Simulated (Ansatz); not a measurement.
# F2H3HfNO: the cost of one run

All numbers below are computed with Ansatz 0.2.0 (RKS PBE-D4/def2-SVP).

### 1 The structure to begin with

Bond lengths: Hf1–N2 2.210 Å, N2–H3 1.060 Å, N2–H4 1.060 Å, Hf1–O5 2.070 Å, O5–H6 1.010 Å, Hf1–F7 1.979 Å, Hf1–F8 1.979 Å. Angles: Hf1–N2–H3 120.0°, Hf1–N2–H4 120.0°, H3–N2–H4 120.0°, N2–Hf1–O5 109.4°, N2–Hf1–F7 109.5°, N2–Hf1–F8 109.5°, O5–Hf1–F7 109.5°, O5–Hf1–F8 109.5°, F7–Hf1–F8 109.5°, Hf1–O5–H6 109.5°.

As a file:

```xyz
8

Hf    0.0000    0.0000    0.0000
N     0.0000    0.0000    2.2100
H    -0.8770   -0.2713    2.7400
H     0.8770    0.2713    2.7400
O     1.9520    0.0000   -0.6893
H     2.2684   -0.9521   -0.8060
F    -0.9326    1.6157   -0.6593
F    -0.9326   -1.6157   -0.6593
```

### 2 Relaxing the start

Contents of input.yaml:

```yaml
crystal:
  periodic: [false, false, false]
  atoms:
    - { symbol: Hf, position_ang: [0.0, 0.0, 0.0] }
    - { symbol: "N", position_ang: [0.0, 0.0, 2.21] }
    - { symbol: H, position_ang: [-0.877, -0.2713, 2.74] }
    - { symbol: H, position_ang: [0.877, 0.2713, 2.74] }
    - { symbol: O, position_ang: [1.952, 0.0, -0.6893] }
    - { symbol: H, position_ang: [2.2684, -0.9521, -0.806] }
    - { symbol: F, position_ang: [-0.9326, 1.6157, -0.6593] }
    - { symbol: F, position_ang: [-0.9326, -1.6157, -0.6593] }
basis:
  gaussian: { orbitals: def2-SVP }
hamiltonian:
  xc: pbe
  dispersion: d4
relax:
  f_tol: 0.02
  max_steps: 40
```

Run with:

```console
> ansatz run input.yaml --threads 2 --pin off --max-ram 3072MiB --backend cpu --events-out ev --progress --plain --runs-dir out
```

**Question.** How long does this run take on 2 threads of Arm Neoverse V2, shared host, and how much memory does it need?

About 22 s, with a peak of 0.2 GiB.
